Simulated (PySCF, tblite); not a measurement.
**C₄H₁₀OSeSi₃: geometry, infrared bands and NMR shifts**

What infrared bands and NMR shifts should C₄H₁₀OSeSi₃ (`[SiH3]O[SiH2][SiH2]c1ccc[se]1`) show?

Computed with tblite 0.8.0 and PySCF 2.14.0, with density-fitted response routines of our own, on a single molecule in the gas phase. Atoms are numbered from 0 throughout.

## 1. Starting geometry

19 atoms, charge 0, multiplicity 1; geometry from: force field or distance geometry start.

Bonds of the start (Å): Si0–O1 1.73, O1–Si2 1.73, Si2–Si3 2.22, Si3–C4 1.84, C4–C5 1.34, C5–C6 1.33, C6–C7 1.35, C7–Se8 2.00, Se8–C4 1.92, Si0–H9 1.48, Si0–H10 1.48, Si0–H11 1.48, Si2–H12 1.45, Si2–H13 1.47, Si3–H14 1.47, Si3–H15 1.49, C5–H16 1.14, C6–H17 1.14, C7–H18 1.11.

## 2. Geometry optimisation with GFN2-xTB

What the job is given:

```
{"job": {"kind": "relax", "xc": "GFN2-xTB", "basis": "xTB"}, "charge": 0, "multiplicity": 1}
Si     4.286600     0.319800    -0.452900
O      2.781100     0.864700    -1.120800
Si     1.521600    -0.208100    -0.600900
Si    -0.049100     1.086100     0.284400
C     -1.765200     0.450400     0.060100
C     -2.290500    -0.684300     0.540200
C     -3.551900    -1.035000     0.297100
C     -4.352300    -0.243200    -0.453700
Se    -3.163200     1.291800    -0.950300
H      4.776800    -0.892800    -1.152200
H      5.298600     1.388600    -0.602700
H      4.164400     0.005900     0.984700
H      0.978800    -0.970200    -1.713400
H      2.129900    -1.150900     0.347700
H      0.021100     2.382800    -0.396900
H      0.221200     1.209700     1.741300
H     -1.623800    -1.353400     1.183100
H     -3.979600    -2.001800     0.719400
H     -5.414200    -0.451000    -0.706500
```

Launch:

```bash
$ OMP_NUM_THREADS=1 python probes_run.py task.json out
```

The driver reads the jobs from task.json and runs them one after another.

**Question.** This job is followed by: GFN2-xTB harmonic vibrations, gas phase; GIAO PBE0/pcSseg-1 NMR shielding, non-relativistic, gas phase. What will the session give for the following? strongest single infrared mode (GFN2-xTB); zero-point energy (GFN2-xTB); ¹³C shifts against TMS (PBE0/pcSseg-1); ¹H shifts against TMS (PBE0/pcSseg-1, means over atoms taken as alike); ²⁹Si shifts against TMS (PBE0/pcSseg-1); ¹⁷O shifts against H2O (PBE0/pcSseg-1); ⁷⁷Se shifts against Me2Se (PBE0/pcSseg-1); surface potential, 1st and 99th percentile.

**Answer**, as computed:

| quantity | value |
| --- | --- |
| strongest single infrared mode (GFN2-xTB) | 660 cm⁻¹, 1109 km/mol |
| zero-point energy (GFN2-xTB) | 71.7 kcal/mol |
| ¹³C shifts against TMS (PBE0/pcSseg-1) | 151.4, 149.3, 142.9, 134.0 ppm |
| ¹H shifts against TMS (PBE0/pcSseg-1, means over atoms taken as alike) | 8.09, 7.16, 6.92, 5.98, 5.09, 5.01 ppm |
| ²⁹Si shifts against TMS (PBE0/pcSseg-1) | -29.0, -42.2, -83.6 ppm |
| ¹⁷O shifts against H2O (PBE0/pcSseg-1) | -17.9 ppm |
| ⁷⁷Se shifts against Me2Se (PBE0/pcSseg-1) | 688 ppm |
| surface potential, 1st and 99th percentile | -0.66 V and 1.29 V |

**Reading.** The optimisation took 252 steps and gained 1.557 eV; among the close pairs (by a distance rule), C7–Se8 changed most, from 2.004 to 1.853 Å. The lowest mode is slightly imaginary (14i cm⁻¹), a soft motion within the noise of the Hessian, so the minimum is not strictly shown. The strongest single mode, at 660 cm⁻¹, is carried by H14, H15, H12. Unscaled tight-binding wavenumbers are off by several per cent, some by more. Its intensities can rank the bands wrongly. At PBE0/pcSseg-1: Shielding is most anisotropic at Se8 (span 625 ppm, paramagnetic term -1928 ppm). NICS(1)zz of -25 ppm above the planar ring from C4 marks a diatropic (aromatic) ring current. By nearest atom (PBE0/pcSseg-1), the HOMO sits on C4 29 %; C6, C7 about 21 % each and the LUMO on C4, C7 about 20 % each; Se8 17 %. Spin-orbit coupling is left out, which matters for shieldings and couplings at and beside the heavy atoms.
